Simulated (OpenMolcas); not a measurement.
# AlClF2 (SMILES [F][Al]([F])[Cl]): HF/6-31G, part 2 of 2

OpenMolcas 26.06. Earlier steps stand in the parts before.

## 3. The distorted shape at the same level

job.input reads:

```
* AlClF2 Hartree-Fock

&gateway
 baslib=$CurrDir
 coord
 4
 bohr
 F      2.76114120     2.09380332     3.20808033
 Al     0.13092023    -0.09590360     0.10123263
 F      0.51682120    -3.12526686    -0.31116230
 Cl    -2.53219521     1.85724173    -1.96259396
 basis=6-31G
 group=NoSym

&seward

&scf
 thresholds=1e-06 0.001 0.001 0.01
 prorbitals=0

&alaska
```

The basis set 6-31G is read from a file made from the Basis Set Exchange's data (not shown).

Command:

```
$ export MOLCAS_MEM=1860
$ pymolcas job.input > job.log
```

Log:

```text
--- Start Module: gateway ---

                                              &GATEWAY

                       available to each process: 1.9 GB of memory, 1 thread

 Basis Set     1 Label: F.6-31G
 Basis set is read from library:.
 basistype.tbl is not found

 Basis Set     2 Label: AL.6-31G
 Basis set is read from library:.
 basistype.tbl is not found

 Basis Set     3 Label: F.6-31G
 Basis set is read from library:.
 basistype.tbl is not found

 Basis Set     4 Label: CL.6-31G
 Basis set is read from library:.
 basistype.tbl is not found

++    Symmetry information:
      ---------------------

                    Character Table for C1

                             E
                    a        1  x, y, xy, Rz, z, xz, Ry, yz, Rx, I
--

++    Basis set information:
      ----------------------

      Basis set label: F.6-31G.........

      Electronic valence basis set:
      ------------------
      Associated Effective Charge   9.000000 au
      Associated Actual Charge      9.000000 au
      Nuclear Model: Point charge

      Shell  nPrim  nBasis  Cartesian Spherical Contaminant
         s      10       3        X
         p       4       2        X

      Basis set label: AL.6-31G.........

      Electronic valence basis set:
      ------------------
      Associated Effective Charge  13.000000 au
      Associated Actual Charge     13.000000 au
      Nuclear Model: Point charge

      Shell  nPrim  nBasis  Cartesian Spherical Contaminant
         s      16       4        X
         p      10       3        X

      Basis set label: F.6-31G.........

      Electronic valence basis set:
      ------------------
      Associated Effective Charge   9.000000 au
      Associated Actual Charge      9.000000 au
      Nuclear Model: Point charge

      Shell  nPrim  nBasis  Cartesian Spherical Contaminant
         s      10       3        X
         p       4       2        X

      Basis set label: CL.6-31G.........

      Electronic valence basis set:
      ------------------
      Associated Effective Charge  17.000000 au
      Associated Actual Charge     17.000000 au
      Nuclear Model: Point charge

      Shell  nPrim  nBasis  Cartesian Spherical Contaminant
         s      16       4        X
         p      10       3        X
--

++    Molecular structure info:
      -------------------------

                    ************************************************
                    **** Cartesian Coordinates / bohr, angstrom ****
                    ************************************************

     Center  Label                x              y              z                     x              y              z
        1      F1               2.761141       2.093803       3.208080              1.461133       1.107993       1.697643
        2      AL2              0.130920      -0.095904       0.101233              0.069280      -0.050750       0.053570
        3      F3               0.516821      -3.125267      -0.311162              0.273490      -1.653820      -0.164660
        4      CL4             -2.532195       1.857242      -1.962594             -1.339980       0.982810      -1.038560

                    ***************************************
                    *    InterNuclear Distances / bohr    *
                    ***************************************

               1 F1            2 AL2           3 F3            4 CL4
    1 F1       0.000000
    2 AL2      4.622270        0.000000
    3 F3       6.682869        3.081563        0.000000
    4 CL4      7.403462        3.894399        6.070348        0.000000

                    *******************************************
                    *    InterNuclear Distances / angstrom    *
                    *******************************************

               1 F1            2 AL2           3 F3            4 CL4
    1 F1       0.000000
    2 AL2      2.446000        0.000000
    3 F3       3.536422        1.630693        0.000000
    4 CL4      3.917743        2.060827        3.212290        0.000000
--

            Nuclear Potential Energy            178.01919275 au

--- Stop Module: gateway /rc=_RC_ALL_IS_WELL_ ---

--- Start Module: seward ---

                                              &SEWARD

                       available to each process: 1.9 GB of memory, 1 thread

               SEWARD will generate:
                  Multipole Moment integrals up to order  2
                  Kinetic Energy integrals
                  Nuclear Attraction integrals (point charge)
                  One-Electron Hamiltonian integrals
                  Velocity integrals
                  Orbital angular momentum around ( -0.2275   0.4278  -0.1087 )
                  Velocity quadrupole around ( -0.2275   0.4278  -0.1087 )
                  Two-Electron Repulsion integrals

                   Integrals are discarded if absolute value <: 1.00E-14
                   Integral cutoff threshold is set to       <: 1.00E-16

            Nuclear Potential Energy            178.01919275 au

      Basis set specifications :
      Symmetry species         a
      Basis functions           44

--- Stop Module: seward /rc=_RC_ALL_IS_WELL_ ---

--- Start Module: scf ---

                                                &SCF

                       available to each process: 1.9 GB of memory, 1 thread

++    Input section:
      --------------

      Header of the integral files:

      Cartesian coordinates in angstrom:
      -----------------------------------------------------
      No.  Label        X            Y            Z
      -----------------------------------------------------
       1   F1         1.46113300   1.10799300   1.69764300
       2   AL2        0.06928000  -0.05075000   0.05357000
       3   F3         0.27349000  -1.65382000  -0.16466000
       4   CL4       -1.33998000   0.98281000  -1.03856000
      -----------------------------------------------------
      Nuclear repulsion energy =  178.01919275
--

++    Orbital specifications:
      -----------------------

      Symmetry species               1
                                     a
      Frozen orbitals                0
      Occupied orbitals             24
      Secondary orbitals            20
      Deleted orbitals               0
      Total number of orbitals      44
      Number of basis functions     44
--

      Molecular charge                           0.000

++    Optimization specifications:
      ----------------------------

      SCF Algorithm: Conventional
      Minimized density differences are used
      Number of density matrices in core                 5
      Maximum number of NDDO SCF iterations            400
      Maximum number of HF SCF iterations              400
      Threshold for SCF energy change             1.00E-06
      Threshold for density matrix                1.00E-03
      Threshold for Fock matrix                   1.00E-03
      Threshold for linear dependence             1.00E-09
      Threshold at which DIIS is turned on        1.50E-01
      Maximum depth in the DIIS procedure                5
      Maximum depth in the BFGS Hessian update          30
      Threshold at which QNR/C2DIIS is turned on  7.50E-02
      Threshold for Norm(delta) (QNR/C2DIIS)      1.00E-02
      All orbitals punched on: SCFORB
--

      Input vectors read from INPORB
      Orbital file label: *Guess orbitals

++ Convergence information
                                   SCF        iterations: Energy and convergence statistics

Iter     Tot. SCF        One-elec.       Two-elec.     Energy      Max Dij or  Max Fij      DNorm      TNorm      AccCon     Time
         Energy          Energy          Energy        Change      Delta Norm                                                in Sec.
   1  -900.010999278 -1606.170901234   528.140709208   0.00E+00    5.34E-01*   1.82E-01*    9.49E+00   1.42E+02   None         0.
   2  -900.157670814 -1602.406565578   524.229702016  -1.47E-01*   1.92E-01*   1.60E-01*    2.13E+00   1.42E+02   EDIIS        0.
   3  -900.216629468 -1606.330010706   528.094188490  -5.90E-02*   1.06E-01*   6.56E-02*    6.18E-01   1.42E+02   EDIIS        0.
   4  -900.249352106 -1604.450548636   526.182003782  -3.27E-02*   1.43E-02*   2.37E-02*    1.24E-01   1.42E+02   c2DIIS       0.
   5  -900.253454869 -1604.902903998   526.630256380  -4.10E-03*   7.94E-03    2.69E-03*    3.19E-02   1.42E+02   QNRc2DIIS    0.
   6  -900.253555220 -1604.933174904   526.660426936  -1.00E-04*   6.58E-03    2.16E-03*    1.51E-02   1.42E+02   QNRc2DIIS    0.
   7  -900.253598555 -1604.942057102   526.669265799  -4.33E-05*   1.32E-03    3.45E-04     3.71E-03   1.42E+02   QNRc2DIIS    0.
   8  -900.253600133 -1604.937400189   526.664607307  -1.58E-06*   4.34E-04    1.71E-04     1.47E-03   1.42E+02   QNRc2DIIS    0.
   9  -900.253600343 -1604.940470192   526.667677101  -2.10E-07    1.28E-04    1.23E-04     2.91E-04   1.42E+02   QNRc2DIIS    0.

       Convergence after   9 Iterations
--

 *****************************************************************************************************************************
 *                                             SCF/KS-DFT Program, Final results                                             *
 *                                                       Final Results                                                       *
 *****************************************************************************************************************************

::    Total SCF energy                               -900.2536003432
      One-electron energy                           -1604.9404701922
      Two-electron energy                             526.6676771007
      Nuclear repulsion energy                        178.0191927483
      Kinetic energy (interpolated)                   900.1153808522
      Virial theorem                                    1.0001535575
      Total spin, S(S+1)                                0.0000000000
      Total spin, S                                     0.0000000000
      Max non-diagonal density matrix element           0.0001295313
      Max non-diagonal Fock matrix element              0.0000489819

      No orbitals printed

++    Molecular charges:
      ------------------

      Mulliken charges per centre
      ---------------------------

                F1      AL2     F3      CL4
      Total    9.6019 11.4085  9.6334 17.3562

      N-E     -0.6019  1.5915 -0.6334 -0.3562

      Total electronic charge=   48.000000

      Total            charge=   -0.000000
--

++    Molecular properties:
      ---------------------

      Charge (e):
                      =   -0.0000
      Dipole Moment (debye):
      Origin of the operator (angstrom)=   -0.1204    0.2264   -0.0575
                   X= -1.8530E+00               Y= -1.0667E+00               Z= -2.0670E+00           Total=  2.9739E+00
      Quadrupole Moment (debye*angstrom):
      Origin of the operator (angstrom)=   -0.1204    0.2264   -0.0575
                  XX= -3.9680E+01              XY= -7.8009E-01              XZ= -1.0054E+01              YY= -4.3235E+01
                  YZ= -4.3195E+00              ZZ= -4.0298E+01
      In traceless form (debye*angstrom)
                  XX=  2.0869E+00              XY= -1.1701E+00              XZ= -1.5081E+01              YY= -3.2455E+00
                  YZ= -6.4792E+00              ZZ=  1.1587E+00
--

--- Stop Module: scf /rc=_RC_ALL_IS_WELL_ ---

--- Start Module: alaska ---

                                              &ALASKA

                       available to each process: 1.9 GB of memory, 1 thread

                     Threshold for contributions to the gradient: 1.000E-07

                    ********************************************
                    * Symmetry Adapted Cartesian Displacements *
                    ********************************************

           Irreducible representation : a
           Basis function(s) of irrep: x, y, xy, Rz, z, xz, Ry, yz, Rx, I

 Basis Label        Type   Center Phase
   1   F1           x         1     1
   2   F1           y         1     1
   3   F1           z         1     1
   4   AL2          x         2     1
   5   AL2          y         2     1
   6   AL2          z         2     1
   7   F3           x         3     1
   8   F3           y         3     1
   9   F3           z         3     1
  10   CL4          x         4     1
  11   CL4          y         4     1
  12   CL4          z         4     1

                     No automatic utilization of translational and rotational invariance of the energy is employed.

 Conventional ERI gradients!

 **************************************************
 *              Molecular gradients               *
 **************************************************

  Irreducible representation: a
 ------------------------------------------------------------------------------------------
                              X                       Y                       Z
 ------------------------------------------------------------------------------------------
  F1                5.59500680230052E-02    4.75464076261929E-02    6.63426921082504E-02
  AL2              -6.84956183930376E-02   -5.16207306444678E-02   -7.95125287287552E-02
  F3               -7.30975012536828E-03    2.27089803770077E-02   -1.16626152863919E-03
  CL4               1.98553004954061E-02   -1.86346573587315E-02    1.43360981491565E-02
 ------------------------------------------------------------------------------------------

--- Stop Module: alaska /rc=_RC_ALL_IS_WELL_ ---

.##################.
.# Happy landing! #.
.##################.

    Timing: Wall=2.67 User=2.17 System=0.49
```

Wall time 2.9 s (1 thread of Arm Neoverse V1, shared host); peak memory 0.38 GiB.

## 4. Results

The summary covers parts 1 to 2.

Level: HF/6-31G.

| quantity | value |
| --- | --- |
| first shape: total energy | -900.38028 Eh |
| first shape: dipole moment | 0.15 D |
| first shape: HOMO energy | -13.76 eV |
| first shape: LUMO energy | 1.16 eV |
| first shape: HOMO–LUMO gap | 14.92 eV |
| first shape: largest force on an atom | 1.731 eV/Å |
| distorted shape: total energy | -900.25360 Eh |
| distorted shape: dipole moment | 2.97 D |
| distorted shape: HOMO energy | -13.19 eV |
| distorted shape: LUMO energy | -0.79 eV |
| distorted shape: HOMO–LUMO gap | 12.40 eV |
| distorted shape: largest force on an atom | 6.014 eV/Å |
| energy change with the F1–Al2 bond stretched from 1.631 to 2.446 Å | 3.447 eV |

**Reading.** With the F1–Al2 bond stretched from 1.631 to 2.446 Å the energy rises by 3.45 eV (333 kJ/mol). The first shape isn't relaxed at this level, so the change isn't measured from a minimum. The largest force (first shape) is 1.73 eV/Å: the shape isn't a stationary point for this species at this level.
